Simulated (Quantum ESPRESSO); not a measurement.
# GaBiSe2: zone-centre phonons under several settings

```
Ga Bi Se
1.0
     5.22769    0.00000    0.00000
     0.00000    5.22769    0.00000
     0.00000    0.00000    3.72966
Ga Bi Se
1 1 2
Direct
  0.00000 0.00000 0.00000
  0.50000 0.50000 0.50000
  0.50000 0.00000 0.00000
  0.00000 0.50000 0.00000
```

The cell was built by a generator and needn't be a form met in nature.

All runs used Quantum ESPRESSO 7.5; k mesh 2 × 2 × 4, shifted; relaxed cell; no spin polarisation; cutoff 1170 eV.

| level | potentials | occupations | volume (Å³/atom) | lowest optical mode without the field (cm⁻¹) | highest optical mode without the field (cm⁻¹) |
| --- | --- | --- | --- | --- | --- |
| LDA | PseudoDojo 0.4.1 SR LDA standard | fermi-dirac, width 0.05 eV | 22.94 | 72i | 170 |
| PBE | PseudoDojo 0.4.1 SR PBE standard | smeared at first, fixed for the response | ? | ? | ? |
| PBEsol | PseudoDojo 0.4.1 SR PBEsol standard | fermi-dirac, width 0.05 eV | 23.53 | 74i | 166 |
| AM05 | PseudoDojo 0.4.1 SR PBE standard | smeared at first, fixed for the response | 23.57 | 76i | 163 |
| WC | PseudoDojo 0.4.1 SR PBE standard | fermi-dirac, width 0.05 eV | 23.61 | 73i | 167 |
| RPBE | PseudoDojo 0.4.1 SR PBE standard | smeared at first, fixed for the response | 25.86 | 84i | 148 |

What stands in the row left open?

Volume 24.94 Å³/atom; lowest optical mode without the field 80i cm⁻¹; highest optical mode without the field 155 cm⁻¹.

Values marked i are imaginary: the cell is unstable against those modes at that level, or the meshes are too thin.

Caveats: all runs use coarse meshes; some modes are imaginary; the mesh is thin for the phonons of a metal (some runs); the potentials were made for another functional, which shifts forces and pressure (some runs).

For the row left open. Caveat: the k mesh is coarse (spacing up to 0.60 Å⁻¹), so the values aren't converged; some modes are imaginary.
